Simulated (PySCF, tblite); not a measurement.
# C4H11F2NSi: geometry, infrared bands and NMR shifts

Aim: predict the infrared bands and NMR shifts of C4H11F2NSi (`CN(C)[SiH2][C@@H](F)CF`).

Programs: tblite 0.8.0 and PySCF 2.14.0, with density-fitted response routines of our own. Each step states its level of theory. These are calculated values for one molecule in the gas phase, unless marked as measured. Atoms are numbered from 0 throughout.

## (1) The molecule as given

19 atoms, charge 0, multiplicity 1; geometry from: force field or distance geometry start.

Bonds of the start (Å): C0–N1 1.43, N1–C2 1.44, N1–Si3 1.77, Si3–C4 1.86, C4–F5 1.38, C4–C6 1.51, C6–F7 1.38, C0–H8 1.12, C0–H9 1.13, C0–H10 1.11, C2–H11 1.12, C2–H12 1.13, C2–H13 1.09, Si3–H14 1.46, Si3–H15 1.49, C4–H16 1.12, C6–H17 1.11, C6–H18 1.08.

## (2) Geometry optimisation with GFN2-xTB

Job settings and geometry (Å):

```
{"job": {"kind": "relax", "xc": "GFN2-xTB", "basis": "xTB"}, "charge": 0, "multiplicity": 1}
C     -1.826400     1.246300    -0.589200
N     -1.212600    -0.045400    -0.661000
C     -2.176000    -1.065900    -0.342100
Si     0.184700    -0.028800     0.418500
C      1.759300    -0.031900    -0.565200
F      1.842400     1.195600    -1.195600
C      2.971200    -0.253500     0.311400
F      2.865300    -1.472100     0.956200
H     -1.132700     1.941700    -0.049900
H     -2.772700     1.121600     0.018900
H     -2.062900     1.613800    -1.604600
H     -2.579900    -0.829300     0.671200
H     -3.072700    -1.004000    -1.022400
H     -1.788900    -2.079900    -0.356900
H      0.200300    -1.069100     1.449400
H      0.170500     1.266500     1.159300
H      1.755500    -0.815400    -1.364100
H      3.004900     0.548700     1.081300
H      3.861100    -0.229600    -0.307600
```

Command:

```
$ OMP_NUM_THREADS=1 python probes_run.py task.json out
```

One launch serves the whole session: the jobs run in the order shown.

**Question.** This job is followed by: GFN2-xTB harmonic vibrations, gas phase; GIAO PBE0/pcSseg-1 NMR shielding, non-relativistic, gas phase. Predict these results of the whole session: strongest single infrared mode (GFN2-xTB); zero-point energy (GFN2-xTB); 13C shifts against TMS (PBE0/pcSseg-1, means over atoms taken as alike); 1H shifts against TMS (PBE0/pcSseg-1, means over atoms taken as alike); 15N shifts against NH3 (PBE0/pcSseg-1); 29Si shifts against TMS (PBE0/pcSseg-1); 19F shifts against CFCl3 (PBE0/pcSseg-1).

The runs gave:

| quantity | value |
| --- | --- |
| strongest single infrared mode (GFN2-xTB) | 2163 cm⁻¹, 330 km/mol |
| zero-point energy (GFN2-xTB) | 92.0 kcal/mol |
| 13C shifts against TMS (PBE0/pcSseg-1, means over atoms taken as alike) | 89.6, 83.1, 41.6 ppm |
| 1H shifts against TMS (PBE0/pcSseg-1, means over atoms taken as alike) | 5.15, 5.14, 4.91, 4.71, 4.67, 2.70 ppm |
| 15N shifts against NH3 (PBE0/pcSseg-1) | 14.5 ppm |
| 29Si shifts against TMS (PBE0/pcSseg-1) | -31.1 ppm |
| 19F shifts against CFCl3 (PBE0/pcSseg-1) | -264.6, -274.2 ppm |

In words: Over 188 steps the energy fell by 0.886 eV; of the close pairs, Si3–C4 changed most, 1.857 to 1.923 Å. All 51 modes are real, so the xTB geometry is a minimum. The strongest single mode, at 2163 cm⁻¹, moves mainly H15. Unscaled tight-binding wavenumbers are off by several per cent, some by more. Its intensities can rank the bands wrongly. The most deshielded hydrogen is H16 (hydrogen on an sp3 CH bonded to F and Si), at 5.15 ppm: its carbon carries F, which withdraws density.
